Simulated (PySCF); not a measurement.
# triplet SiHBrClOF: levels of theory compared

Wanted: a comparison of 6 runs (U-r2SCAN/6-31G*, U-wB97X/6-31G*, UB2PLYP/6-31G*, UB3LYP/6-31G*, UBHLYP/6-31G*, UM06-2X/6-31G*) of triplet SiHBrClOF. The job is set up through a Python script.

Program for the calculation: PySCF 2.14.0.

8 further runs of the same task are left out: 8 set aside as unsound or not needed.

**1. Starting point**

SiHBrClOF has 6 atoms, charge 0, and is taken as a triplet. As SMILES of the parent species, `O[Si](F)(Cl)Br`. The shape is that of a PBE0-D4/def2-TZVP optimisation. This is one conformer, not always the lowest. That shape belongs to the parent species and isn't relaxed for this state.

Bond lengths: O1–Si2 1.613 Å, Si2–F3 1.580 Å, Si2–Cl4 2.028 Å, Si2–Br5 2.176 Å, O1–H6 0.959 Å. Angles: O1–Si2–F3 111.1°, O1–Si2–Cl4 111.4°, O1–Si2–Br5 107.9°, F3–Si2–Cl4 106.5°, F3–Si2–Br5 108.3°, Cl4–Si2–Br5 111.7°, Si2–O1–H6 118.7°.

**2. The energy at U-r2SCAN/6-31G(d) (spherical functions) (run 1)**

Input file input.py:

```python
from pyscf import gto, dft

molecule = gto.M(
    atom=[
    ('O', (-0.495500, 0.332200, 1.178500)),
    ('Si', (0.211400, 0.017400, -0.237100)),
    ('F', (1.621600, -0.663100, -0.028300)),
    ('Cl', (-0.893500, -1.272300, -1.345800)),
    ('Br', (0.511800, 1.910000, -1.268400)),
    ('H', (-0.913700, -0.388000, 1.655000)),
],
    charge=0,
    verbose=4,
    max_memory=1860,
    spin=2,
    basis='6-31g*',
)

mf = dft.UKS(molecule, xc='r2scan')
mf.grids.level = 5
mf.conv_tol = 1e-10
mf.kernel()
if not mf.converged:
    mf = mf.newton().run(mf.mo_coeff, mf.mo_occ)

energy = mf.e_tot
print(f'total energy: {energy:.8f} hartree')
```

Run with:

```sh
$ OMP_NUM_THREADS=1 python input.py
```

Log:

```text
PySCF version 2.14.0

[... 76 lines left out ...]
[... the frontier-level lines of each cycle are left out ...]
[... 23 lines left out ...]
[... 23 lines left out ...]
[... 23 lines left out ...]
[... 23 lines left out ...]
[... 1 line left out ...]
cycle= 20 E= -3498.96055821096  delta_E= -1.5e-10  |g|= 4.08e-06  |ddm|= 0.000143


cycle= 21 E= -3498.96055821097  delta_E= -1.09e-11  |g|= 1.34e-06  |ddm|= 3.33e-05


Extra cycle  E= -3498.96055821092  delta_E= 5e-11  |g|= 7.2e-06  |ddm|= 2.31e-05
converged SCF energy = -3498.96055821092  <S^2> = 2.0041577  2S+1 = 3.0027705
total energy: -3498.96055821 hartree
```

Wall time 93 s (1 thread of Intel Xeon Platinum 8488C (Sapphire Rapids), shared host); peak memory 0.56 GiB.

**3. A single-point energy at U-wB97X/6-31G(d) (spherical functions) (run 2)**

Input file calc.py:

```python
from pyscf import gto, dft

mol = gto.M(
    atom='''
O   -0.495500   0.332200   1.178500
Si   0.211400   0.017400  -0.237100
F    1.621600  -0.663100  -0.028300
Cl  -0.893500  -1.272300  -1.345800
Br   0.511800   1.910000  -1.268400
H   -0.913700  -0.388000   1.655000
''',
    max_memory=1860,
    verbose=3,
    spin=2,
    basis='6-31g*',
)

mf = dft.UKS(mol, xc='wb97x')
mf.grids.level = 5
mf.conv_tol = 1e-10
mf.kernel()
if not mf.converged:
    mf = mf.newton().run(mf.mo_coeff, mf.mo_occ)

energy = mf.e_tot
print(f'total energy: {energy:.8f} hartree')
```

Run with:

```sh
$ OMP_NUM_THREADS=1 python calc.py
```

Log:

```text
WARN: HOMO -0.00964175822182245 >= LUMO -0.403169542514392

WARN: HOMO -0.146758090355319 >= LUMO -0.265940986334559

WARN: HOMO -0.139182571896234 >= LUMO -0.225593861701586

WARN: HOMO -0.13913875383322 >= LUMO -0.209498913846202

WARN: HOMO -0.144388534407696 >= LUMO -0.205377917786266

WARN: HOMO -0.148797619948859 >= LUMO -0.2005269415757

WARN: HOMO -0.150963163333316 >= LUMO -0.197197596461534

WARN: HOMO -0.150557748211999 >= LUMO -0.197867548677345

WARN: HOMO -0.149824408822671 >= LUMO -0.197761868473928

WARN: HOMO -0.150196760096811 >= LUMO -0.197649615754926

WARN: HOMO -0.150347973880133 >= LUMO -0.197709683594966

WARN: HOMO -0.150359549013937 >= LUMO -0.197749917724079

WARN: HOMO -0.15036626247041 >= LUMO -0.197731447140182

WARN: HOMO -0.150370405556308 >= LUMO -0.197741008836567

WARN: HOMO -0.150354498258417 >= LUMO -0.197745398078199

WARN: HOMO -0.150346530832855 >= LUMO -0.197749947837168

WARN: HOMO -0.150348874334466 >= LUMO -0.197754316115913

WARN: HOMO -0.150346059131206 >= LUMO -0.197755547809567

WARN: HOMO -0.150344697463973 >= LUMO -0.197758131915585

WARN: HOMO -0.150345315883285 >= LUMO -0.197759014135835

WARN: HOMO -0.150344641486117 >= LUMO -0.197759569338464

WARN: HOMO -0.150342522107348 >= LUMO -0.197756957831423

WARN: HOMO -0.150342394538452 >= LUMO -0.197746401917752

WARN: HOMO -0.150340787857545 >= LUMO -0.197718778520475

WARN: HOMO -0.150338623673263 >= LUMO -0.197734746160789

WARN: HOMO -0.150339665492708 >= LUMO -0.197753954050107

WARN: HOMO -0.150338722647517 >= LUMO -0.197749365276691

WARN: HOMO -0.150337611829906 >= LUMO -0.197763116624373

WARN: HOMO -0.150337922253657 >= LUMO -0.197761003536033

WARN: HOMO -0.150337649468787 >= LUMO -0.197757013748845

WARN: HOMO -0.15033741726441 >= LUMO -0.197757480164224

WARN: HOMO -0.150337473884087 >= LUMO -0.197757396710555

WARN: HOMO -0.150337420894726 >= LUMO -0.197757757295315

converged SCF energy = -3499.07981177522  <S^2> = 2.0045932  2S+1 = 3.0030606
total energy: -3499.07981178 hartree
```

Wall time 2.3 min (1 thread of Intel Xeon Platinum 8488C (Sapphire Rapids), shared host); peak memory 0.55 GiB.

**4. The energy at UB2PLYP/6-31G(d) (spherical functions) (run 3)**

Input file job.py:

```python
from pyscf import gto, dft, mp

mol = gto.M(
    atom='''
O   -0.495500   0.332200   1.178500
Si   0.211400   0.017400  -0.237100
F    1.621600  -0.663100  -0.028300
Cl  -0.893500  -1.272300  -1.345800
Br   0.511800   1.910000  -1.268400
H   -0.913700  -0.388000   1.655000
''',
    max_memory=1860,
    charge=0,
    spin=2,
    verbose=4,
    basis='6-31g*',
)

myscf = dft.UKS(mol, xc='0.53*HF + 0.47*B88, 0.73*LYP')
myscf.grids.level = 5
myscf.conv_tol = 1e-10
myscf.kernel()
if not myscf.converged:
    myscf = myscf.newton().run(myscf.mo_coeff, myscf.mo_occ)

pt = mp.MP2(myscf, frozen=21).run()
etot = myscf.e_tot + 0.27 * pt.e_corr
print('PT2 part  %.8f' % (0.27 * pt.e_corr))
print('E = %.10f Eh' % etot)
```

Run with:

```sh
$ OMP_NUM_THREADS=1 python job.py
```

Log:

```text
PySCF version 2.14.0

[... 69 lines left out ...]
WARN: HOMO -0.0926539616351159 >= LUMO -0.259395649104822
[... 35 lines left out ...]
WARN: HOMO -0.104728627366895 >= LUMO -0.218273972360789
[... 35 lines left out ...]
WARN: HOMO -0.104932711474721 >= LUMO -0.218194598861235
[... 35 lines left out ...]
WARN: HOMO -0.104935432422571 >= LUMO -0.218160538935962
[... 35 lines left out ...]
WARN: HOMO -0.104936788936963 >= LUMO -0.218190078843652
[... 5 lines left out ...]
WARN: HOMO -0.104936902024764 >= LUMO -0.218189854224183

Extra cycle  E= -3498.03325611593  delta_E= -3.46e-11  |g|= 2.04e-06  |ddm|= 1.63e-05
converged SCF energy = -3498.03325611593  <S^2> = 2.0057232  2S+1 = 3.003813

******** <class 'pyscf.mp.ump2.UMP2'> ********
nocc = (np.int64(22), np.int64(20)), nmo = (77, 77)
frozen orbitals 21
E(UMP2) = -3498.99130431153  E_corr = -0.958048195597631
E(SCS-UMP2) = -3498.9376411239  E_corr = -0.904385007967499
E_corr(same-spin) = -0.283007107788066
E_corr(oppo-spin) = -0.675041087809564
PT2 part  -0.25867301
E = -3498.2919291287 Eh
```

Wall time 63 s (1 thread of Intel Xeon Platinum 8488C (Sapphire Rapids), shared host); peak memory 0.56 GiB.

Runs 4 to 5 aren't shown in full; the table further down has their settings and results.

**5. A single-point energy at UM06-2X/6-31G(d) (spherical functions) (run 6)**

Input file job.py:

```python
from pyscf import gto, dft

mol = gto.M(
    atom='''
O   -0.495500   0.332200   1.178500
Si   0.211400   0.017400  -0.237100
F    1.621600  -0.663100  -0.028300
Cl  -0.893500  -1.272300  -1.345800
Br   0.511800   1.910000  -1.268400
H   -0.913700  -0.388000   1.655000
''',
    spin=2,
    verbose=4,
    max_memory=1860,
    basis='6-31g*',
)

mf = dft.UKS(mol)
mf.xc = 'm06-2x'
mf.grids.level = 5
mf.conv_tol = 1e-10
mf.kernel()
if not mf.converged:
    mf = mf.newton().run(mf.mo_coeff, mf.mo_occ)

etot = mf.e_tot
print('Final energy', etot)
```

Run with:

```sh
$ OMP_NUM_THREADS=1 python job.py
```

Log:

```text
PySCF version 2.14.0

[... 68 lines left out ...]
[... the frontier-level lines of each cycle are left out ...]
[... 35 lines left out ...]
[... 35 lines left out ...]
[... 35 lines left out ...]
[... 35 lines left out ...]
[... 1 line left out ...]
cycle= 27 E= -3499.03204338591  delta_E= -1.33e-10  |g|= 2.21e-06  |ddm|= 0.00015


cycle= 28 E= -3499.03204338594  delta_E= -3.5e-11  |g|= 1.08e-06  |ddm|= 0.000116


Extra cycle  E= -3499.03204338593  delta_E= 8.19e-12  |g|= 9.99e-07  |ddm|= 4.19e-06
converged SCF energy = -3499.03204338593  <S^2> = 2.005293  2S+1 = 3.0035266
Final energy -3499.032043385932
```

It took 2.1 min on 1 thread of Intel Xeon Platinum 8488C (Sapphire Rapids), shared host; peak memory 0.56 GiB.

**6. Overview of the runs**

| run | level | frozen core orbitals | energy (Eh) | dipole moment (D) | HOMO energy (eV) | ⟨S²⟩ | wall time |
| --- | --- | --- | --- | --- | --- | --- | --- |
| 1 | U-r2SCAN/6-31G* (spherical functions) | – | -3498.960558 | 1.09 | -1.27 | 2.004 | 93 s |
| 2 | U-wB97X/6-31G* (spherical functions) | – | -3499.079812 | 1.78 | -4.09 | 2.005 | 2.3 min |
| 3 | UB2PLYP/6-31G* (spherical functions) | 21 | -3498.291929 | 1.76 | -2.86 | 2.006 | 63 s |
| 4 | UB3LYP/6-31G* (spherical functions) | – | -3499.164102 | 0.89 | -1.89 | 2.003 | 60 s |
| 5 | UBHLYP/6-31G* (spherical functions) | – | -3499.023188 | 1.68 | -2.92 | 2.005 | 62 s |
| 6 | UM06-2X/6-31G* (spherical functions) | – | -3499.032043 | 1.76 | -3.05 | 2.005 | 2.1 min |

**7. What came out**

```
                                 quantity           value
                      run 6: total energy  -3499.03204 Eh
                     run 6: dipole moment          1.76 D
run 6: HOMO energy (highest over α and β)        -3.05 eV
                              run 6: ⟨S²⟩           2.005
```

In words: The dipole moment (its size) runs from 0.89 D (UB3LYP/6-31G*) to 1.78 D (U-wB97X/6-31G*). Totals of different functionals can't be ranked against each other. All runs together took 9 min, the longest 2.3 min.
